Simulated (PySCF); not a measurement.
# C4H6SeSi: the cost of one run

Computed with PySCF 2.14.0 and routines of our own; the level stands in each step. Atoms count from 0.

## 1. The starting structure

12 atoms, charge 0, multiplicity 1; geometry from: LC-wPBE/def2-SV(P).

## 2. Excited-state relaxation: TDA LC-wPBE/def2-SV(P)

The job: settings as JSON, then the geometry in Å.

```
{"job": {"kind": "xopt", "state": "S1", "method": "TDA", "freq": false, "xc": "LC-wPBE", "basis": "def2-SV(P)", "grid": 1}, "charge": 0, "multiplicity": 1}
Si    -1.941052     0.122876    -0.181854
C     -0.102368    -0.143637     0.010717
C      0.886806     0.902202    -0.050186
C      2.170603     0.492010     0.116009
Se     2.278710    -1.325274     0.377745
C      0.447043    -1.374501     0.228244
H     -2.640356    -1.188012    -0.043017
H     -2.259930     0.705617    -1.519743
H     -2.456218     1.063259     0.857928
H      0.630497     1.952180    -0.218075
H      3.062233     1.120723     0.104471
H     -0.091051    -2.320875     0.313599
```

Level: TDA LC-wPBE/def2-SV(P) excited-state geometry optimisation, gas phase.

Started as:

```sh
$ OMP_NUM_THREADS=1 python excited_run.py task.json out
```

The driver reads the jobs from task.json and runs them one after another.

Q: Estimate the wall time and peak memory of this first job on 1 thread of Arm Neoverse V2, shared host.

About 4 min, with a peak of 0.74 GiB.
